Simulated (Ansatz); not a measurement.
**CH₉GaSSi₂: taking an electron away**

One table from this session's results is given with a row withheld; the runs are named, their logs left out.

The runs use Ansatz 0.2.0, Gaussian basis; unrestricted cation, the program's frozen cores in correlated methods.

Levels to be run: UKS PBE-D4/def2-TZVPP; UKS r2SCAN-D4/def2-TZVPP; UKS PBE0-D4/def2-TZVPP; UKS B3LYP-D4/def2-TZVPP; UKS wB97X-V/def2-TZVPP; UKS wB97M-V/def2-TZVPP; UKS B2PLYP/def2-TZVPP; UHF-CCSD(T)/def2-TZVPP; UHF-MP2/def2-QZVPP; extrapolation to the limit; then −ε(HOMO) from the neutral's earlier runs with LDA (SPW92), PBE-D4, revPBE-D4, BLYP-D4, r2SCAN-D4, B97M-V, PBE0-D4, B3LYP-D4, r2SCANh-D4, r2SCAN0-D4, HSE06-D4, BHLYP-D4, CAM-B3LYP-D4, LC-ωPBE, ωB97X-V, ωB97M-V.

## The geometry

An earlier PBE0-D4 in a triple-zeta def2 set relaxation fixed the geometry.

14 atoms, charge 0, spin multiplicity 1.

Atoms are counted from 1 here; the program's logs count them from 0.

Bond lengths: C1–Si2 1.876 Å, C1–H6 1.098 Å, C1–H7 1.094 Å, C1–H8 1.094 Å, Si2–S3 2.132 Å, Si2–H9 1.484 Å, Si2–H10 1.487 Å, S3–Si4 2.156 Å, Si4–Ga5 2.417 Å, Si4–H11 1.491 Å, Si4–H12 1.489 Å, Ga5–H13 1.574 Å, Ga5–H14 1.571 Å. Angles: Si2–C1–H6 111.5°, Si2–C1–H7 110.6°, Si2–C1–H8 111.1°, H6–C1–H7 105.5°, H6–C1–H8 110.8°, H7–C1–H8 107.2°, C1–Si2–S3 112.2°, C1–Si2–H9 110.2°, C1–Si2–H10 108.8°, S3–Si2–H9 105.3°, S3–Si2–H10 111.0°, H9–Si2–H10 109.2°, Si2–S3–Si4 99.4°, S3–Si4–Ga5 109.7°, S3–Si4–H11 109.3°, S3–Si4–H12 104.2°, Ga5–Si4–H11 113.5°, Ga5–Si4–H12 112.2° and more.

Set-up of the first run:

in.yaml reads:

```yaml
crystal:
  periodic: [false, false, false]
  atoms:
    - {symbol: C, position_ang: [-0.312559, 1.538114, 0.201139]}
    - {symbol: Si, position_ang: [-0.949578, 0.385321, 1.537019]}
    - {symbol: S, position_ang: [-1.362047, -1.568025, 0.787740]}
    - {symbol: Si, position_ang: [0.501675, -1.957539, -0.223800]}
    - {symbol: Ga, position_ang: [0.900388, -0.244247, -1.881254]}
    - {symbol: H, position_ang: [0.751540, 1.364530, -0.007082]}
    - {symbol: H, position_ang: [-0.379347, 2.579644, 0.528645]}
    - {symbol: H, position_ang: [-0.907326, 1.447388, -0.712901]}
    - {symbol: H, position_ang: [-2.243017, 0.881993, 2.069405]}
    - {symbol: H, position_ang: [0.046672, 0.333576, 2.639256]}
    - {symbol: H, position_ang: [1.594083, -2.075705, 0.783818]}
    - {symbol: H, position_ang: [0.309024, -3.299789, -0.838694]}
    - {symbol: H, position_ang: [2.260241, 0.545820, -1.935436]}
    - {symbol: H, position_ang: [-0.209749, 0.068930, -2.947865]}
basis:
  gaussian: {orbitals: def2-TZVPP}
total_charge: 1
magnetization: {spin_polarized: true, initial_magnetization: 1}
hamiltonian: {xc: pbe, dispersion: d4}
```

The run is started by

```bash
$ ansatz run in.yaml --threads 2 --pin off --events-out ev --progress --plain --max-ram 32768MiB --backend cuda --devices 0, --max-vram 18GiB
```

Among the steps run: Cation, UKS PBE-D4/def2-TZVPP; Cation, UKS r2SCAN-D4/def2-TZVPP; Cation, UKS PBE0-D4/def2-TZVPP; Cation, UKS B3LYP-D4/def2-TZVPP; Cation, UKS wB97X-V/def2-TZVPP; Cation, UKS wB97M-V/def2-TZVPP; Cation, UKS B2PLYP (frozen core)/def2-TZVPP; Cation, UHF-CCSD(T)/def2-TZVPP; Cation, UHF-MP2/def2-QZVPP.

One of the session's tables, all rows but one given; the rest of the session is left out.

For comparison, −ε(HOMO) of the neutral from earlier runs:

| functional | −ε(HOMO) (eV) |
| --- | --- |
| LDA (SPW92) | 6.01 |
| PBE-D4 | 5.92 |
| revPBE-D4 | ? |
| BLYP-D4 | 5.76 |
| r2SCAN-D4 | 6.17 |
| B97M-V | 6.31 |
| PBE0-D4 | 6.99 |
| B3LYP-D4 | 6.79 |
| r2SCANh-D4 | 6.56 |
| r2SCAN0-D4 | 7.16 |
| HSE06-D4 | 6.60 |
| BHLYP-D4 | 7.95 |
| CAM-B3LYP-D4 | 8.22 |
| LC-ωPBE | 9.52 |
| ωB97X-V | 9.21 |
| ωB97M-V | 9.03 |

Q: Estimate the row for revPBE-D4 from the others.

**Answer.** −ε(HOMO) (eV): 5.87. In the column «−ε(HOMO) (eV)» it lies between BLYP-D4 (5.76) and PBE-D4 (5.92).

Caveats from the session: The cation may have settled in a state other than its lowest; no search over hole states beyond the program's own was made.
